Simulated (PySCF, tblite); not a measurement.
# C7H14Si: geometry, infrared bands and NMR shifts

Aim: predict the infrared bands and NMR shifts of C7H14Si (`C[C@@H]1[C@@H]2C[C@@]1(C)C[SiH2]2`).

Computed with tblite 0.8.0 and PySCF 2.14.0, with density-fitted response routines of our own, on a single molecule in the gas phase. Atoms are numbered from 0 throughout.

## Step 1: The molecule as given

22 atoms, charge 0, multiplicity 1; geometry from: force field or distance geometry start.

Bonds of the start (Å): C0–C1 1.51, C1–C2 1.50, C2–C3 1.49, C3–C4 1.52, C4–C5 1.47, C4–C6 1.53, C6–Si7 1.89, C4–C1 1.50, Si7–C2 1.88, C0–H8 1.11, C0–H9 1.11, C0–H10 1.10, C1–H11 1.10, C2–H12 1.05, C3–H13 1.12, C3–H14 1.11, C5–H15 1.11, C5–H16 1.13, C5–H17 1.10, C6–H18 1.09, C6–H19 1.10, Si7–H20 1.46, Si7–H21 1.45.

## Step 2: Geometry optimisation with GFN2-xTB

What the job is given:

```
{"job": {"kind": "relax", "xc": "GFN2-xTB", "basis": "xTB"}, "charge": 0, "multiplicity": 1}
C      2.002500    -0.903500     0.003800
C      0.839800    -0.063400    -0.462800
C      0.691200     1.282100     0.172400
C     -0.201800     0.626400     1.175700
C     -0.519300    -0.387400     0.088200
C     -0.816800    -1.748100     0.570000
C     -1.543600     0.275000    -0.839100
Si    -0.659900     1.947000    -0.954200
H      1.837200    -1.978400    -0.204100
H      2.212400    -0.812800     1.093800
H      2.897100    -0.559800    -0.544300
H      0.827100     0.024700    -1.556600
H      1.493600     1.890800     0.453700
H      0.382300     0.178200     2.020400
H     -1.082200     1.220700     1.486600
H     -1.901600    -1.987100     0.514700
H     -0.574600    -1.766100     1.670800
H     -0.236600    -2.570300     0.120700
H     -1.515000    -0.249400    -1.789900
H     -2.530000     0.363400    -0.371700
H     -1.435400     3.024100    -0.350800
H     -0.176700     2.213200    -2.297900
```

Command:

```bash
OMP_NUM_THREADS=1 python probes_run.py task.json out
```

One launch serves the whole session: the jobs run in the order shown.

**Question.** This job is followed by: GFN2-xTB harmonic vibrations, gas phase; GIAO PBE0/pcSseg-1 NMR shielding, non-relativistic, gas phase. Predict these results of the whole session: strongest single infrared mode (GFN2-xTB); zero-point energy (GFN2-xTB); 13C shifts against TMS (PBE0/pcSseg-1); 1H shifts against TMS (PBE0/pcSseg-1, means over atoms taken as alike); 29Si shifts against TMS (PBE0/pcSseg-1); surface potential, 1st and 99th percentile.

**Answer**, as computed:

| quantity | value |
| --- | --- |
| strongest single infrared mode (GFN2-xTB) | 2269 cm⁻¹, 481 km/mol |
| zero-point energy (GFN2-xTB) | 118.3 kcal/mol |
| 13C shifts against TMS (PBE0/pcSseg-1) | 45.7, 45.3, 36.8, 26.9, 23.3, 22.9, 14.8 ppm |
| 1H shifts against TMS (PBE0/pcSseg-1, means over atoms taken as alike) | 4.11, 4.11, 2.08, 1.35, 1.30, 1.22, 1.13, 1.02, 0.95, 0.88 ppm |
| 29Si shifts against TMS (PBE0/pcSseg-1) | -41.3 ppm |
| surface potential, 1st and 99th percentile | -0.12 V and 0.72 V |

What this shows: Over 78 steps the energy fell by 0.645 eV; of the close pairs, C1–C2 changed most, 1.495 to 1.545 Å. All 60 modes are real, so the xTB geometry is a minimum. The strongest single mode, at 2269 cm⁻¹, moves mainly H21. Unscaled tight-binding wavenumbers are off by several per cent, some by more. Its intensities can rank the bands wrongly.
